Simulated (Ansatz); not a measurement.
# C₃H₇OSb: up Jacob's ladder to CCSD(T)

One table from this session's results is given with a row withheld; the runs are named, their logs left out.

Method: functionals in def2-TZVPP, the program's frozen cores in correlated methods; program: Ansatz 0.2.0, Gaussian basis.

The runs, in order: PBE-D4, r2SCAN-D4, PBE0-D4, B3LYP-D4, ωB97X-V, ωB97M-V, B2PLYP; CCSD(T)/def2-TZVPP; MP2/def2-QZVPP; extrapolation to the limit.

## The geometry

The geometry comes from an earlier relaxation with PBE0-D4 in a triple-zeta def2 set; it is a stationary point, not always the lowest conformer. Sb takes the def2 core potential; no spin-orbit term is included.

SMILES `[CH3][Sb]1[CH2]O[CH2]1`, 12 atoms, charge 0, spin multiplicity 1.

Atoms are counted from 1 here; the program's logs count them from 0.

Bond lengths: C1–Sb2 2.156 Å, C1–H6 1.091 Å, C1–H7 1.090 Å, C1–H8 1.091 Å, Sb2–C3 2.191 Å, Sb2–C5 2.191 Å, C3–O4 1.421 Å, C3–H9 1.096 Å, C3–H10 1.092 Å, O4–C5 1.421 Å, C5–H11 1.092 Å, C5–H12 1.096 Å. Angles: Sb2–C1–H6 109.7°, Sb2–C1–H7 109.1°, Sb2–C1–H8 109.7°, H6–C1–H7 109.9°, H6–C1–H8 108.7°, H7–C1–H8 109.9°, C1–Sb2–C3 93.0°, C1–Sb2–C5 93.0°, C3–Sb2–C5 61.9°, Sb2–C3–O4 94.0°, Sb2–C3–H9 112.5°, Sb2–C3–H10 117.0°, O4–C3–H9 111.9°, O4–C3–H10 110.8°, H9–C3–H10 109.8°, C3–O4–C5 105.0°, Sb2–C5–O4 94.0°, Sb2–C5–H11 117.0° and more.

Set-up of the first run:

in.yaml

```yaml
crystal:
  periodic: [false, false, false]
  atoms:
    - {symbol: C, position_ang: [-1.583098, 1.000595, 0.003954]}
    - {symbol: Sb, position_ang: [-0.670118, -0.630087, 1.078132]}
    - {symbol: C, position_ang: [1.355716, 0.138410, 0.753193]}
    - {symbol: O, position_ang: [1.421716, -0.319416, -0.590153]}
    - {symbol: C, position_ang: [0.426603, -1.329016, -0.685077]}
    - {symbol: H, position_ang: [-1.792839, 1.820990, 0.691393]}
    - {symbol: H, position_ang: [-0.903015, 1.337152, -0.778471]}
    - {symbol: H, position_ang: [-2.522574, 0.667727, -0.438992]}
    - {symbol: H, position_ang: [2.098695, -0.355475, 1.390512]}
    - {symbol: H, position_ang: [1.489460, 1.220834, 0.801255]}
    - {symbol: H, position_ang: [-0.090765, -1.274862, -1.644891]}
    - {symbol: H, position_ang: [0.847219, -2.332054, -0.546856]}
basis:
  gaussian: {orbitals: def2-TZVPP}
hamiltonian: {xc: pbe, dispersion: d4}
output: {forces: true, orbitals: {seedname: orbitals}}
```

Launch:

```console
$ ansatz run in.yaml --threads 4 --pin off --events-out ev --progress --plain --max-ram 10444MiB
```

Among the steps run: PBE-D4 (GGA); r2SCAN-D4 (meta-GGA); PBE0-D4 (hybrid); B3LYP-D4 (hybrid); ωB97X-V (range-separated); ωB97M-V (range-separated); B2PLYP (double hybrid); CCSD(T) in def2-TZVPP; MP2 in def2-QZVPP.

One table of the session follows, with a row left open; its other results are not shown here.

It belongs to the step «Atomisation energies». 

| method | atomisation energy (kcal/mol) |
| --- | --- |
| PBE-D4 | 1063.4 |
| r2SCAN-D4 | 1035.8 |
| PBE0-D4 | 1039.3 |
| B3LYP-D4 | 1036.6 |
| ωB97X-V | 1040.0 |
| ωB97M-V | 1035.7 |
| B2PLYP | 1022.6 |
| HF/def2-TZVPP | 716.3 |
| MP2/def2-TZVPP | 1020.6 |
| CCSD/def2-TZVPP | 989.1 |
| CCSD(T)/def2-TZVPP | 1008.1 |
| MP2/CBS | ? |
| CCSD(T)/CBS | 1037.9 |

Estimate the missing values for MP2/CBS.

As computed: atomisation energy (kcal/mol): 1050.4. In the column «atomisation energy (kcal/mol)» it lies between ωB97X-V (1040.0) and PBE-D4 (1063.4).

Limits of these values: Free atoms (3 C, 1 Sb, 1 O, 7 H) were run apart at each level; the atomisation energy is their sum less the molecule, without zero-point or spin-orbit terms.
